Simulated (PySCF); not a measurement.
# BeO with other numerical set-ups

Which parts of the numerical set-up matter for BeO? Each run edits the base script.

Program: PySCF 2.14.0. Level of theory: each script names its method and basis. These are calculated values, not measurements.

### Step 1. The starting structure

BeO: 2 atoms, charge 0, spin multiplicity 1.

Bond lengths: Be1–O2 1.451 Å.

### Step 2. The base run

input.py reads:

```python
from pyscf import gto, scf, mp

mol = gto.M(
    atom='Be 0 0 0; O 0 0 1.451',
    basis='cc-pvdz',
    charge=0,
    spin=0,
    verbose=3,
)
mf = scf.RHF(mol)
mf = mf.density_fit(auxbasis='def2-universal-jkfit')
mf.kernel()
mp.MP2(mf, frozen=1).kernel()
mf.dip_moment()
print('orbital energies (hartree):', mf.mo_energy[..., max(0, mol.nelec[1]-3):mol.nelec[0]+3].round(4))
```

Run with:

```sh
$ python input.py
```

The log of this run is left out.

In short: E(SCF) = -89.393375 Eh, E(MP2) − E(SCF) = -0.25887 Eh, μ = 7.40 D (of the SCF density).

The bond length is a typed value, not an optimised one.

### Step 3. Ano-rcc-vdzp (X2C on)

Run 1 changes basis set: cc-pvdz → ano-rcc-vdzp; spin-free X2C: off → on.

input.py reads:

```python
from pyscf import gto, scf, mp

mol = gto.M(
    atom='Be 0 0 0; O 0 0 1.451',
    basis='ano-rcc-vdzp',
    charge=0,
    spin=0,
    verbose=3,
)
mf = scf.RHF(mol)
mf = mf.sfx2c1e()
mf = mf.density_fit(auxbasis='def2-universal-jkfit')
mf.kernel()
mp.MP2(mf, frozen=1).kernel()
mf.dip_moment()
print('orbital energies (hartree):', mf.mo_energy[..., max(0, mol.nelec[1]-3):mol.nelec[0]+3].round(4))
```

Run with:

```sh
$ python input.py
```

### Step 4. Pcseg-2

Run 2 changes basis set: cc-pvdz → pcseg-2.

input.py: that of step 2 with these lines changed.

```diff
@@ -4,3 +4,3 @@
     atom='Be 0 0 0; O 0 0 1.451',
-    basis='cc-pvdz',
+    basis='pcseg-2',
     charge=0,
```

### Step 5. Pcseg-1

Run 3 changes basis set: cc-pvdz → pcseg-1.

input.py: that of step 2 with these lines changed.

```diff
@@ -4,3 +4,3 @@
     atom='Be 0 0 0; O 0 0 1.451',
-    basis='cc-pvdz',
+    basis='pcseg-1',
     charge=0,
```

### Step 6. Def2-svpd

Run 4 changes basis set: cc-pvdz → def2-svpd.

input.py: that of step 2 with these lines changed.

```diff
@@ -4,3 +4,3 @@
     atom='Be 0 0 0; O 0 0 1.451',
-    basis='cc-pvdz',
+    basis='def2-svpd',
     charge=0,
```

Q: Predict the outcome of this session. Wanted: for each run, E(SCF); from base; gap; SCF dipole; after the SCF.

**Answer**, as computed:

```csv
run,E(SCF) (hartree),from base (eV),gap (eV),SCF dipole (D),functions,after the SCF
base,-89.393375,0,8.30,7.40,28,"MP2 correlation -7.044 eV, core frozen"
ano-rcc-vdzp (X2C on),-89.467639,not comparable,8.42,8.00,28,"MP2 correlation -7.296 eV, core frozen"
pcseg-2,-89.421114,-0.7548,8.24,7.97,45,"MP2 correlation -8.330 eV, core frozen"
pcseg-1,-89.358709,+0.9433,8.39,7.77,23,"MP2 correlation -6.903 eV, core frozen"
def2-svpd,-89.316239,+2.0990,8.29,8.10,35,"MP2 correlation -7.169 eV, core frozen"
```

What this shows: Of the runs whose energies can be compared, “def2-svpd” moves the SCF energy most (+2.099 eV). pcseg-2 (45 functions) gives an energy 0.75 eV lower than cc-pvdz (28). pcseg-1 (23 functions) gives an energy 0.94 eV higher than cc-pvdz (28). def2-svpd (35 functions) gives an energy 2.10 eV higher than cc-pvdz (28); size alone doesn't order basis sets of different families.
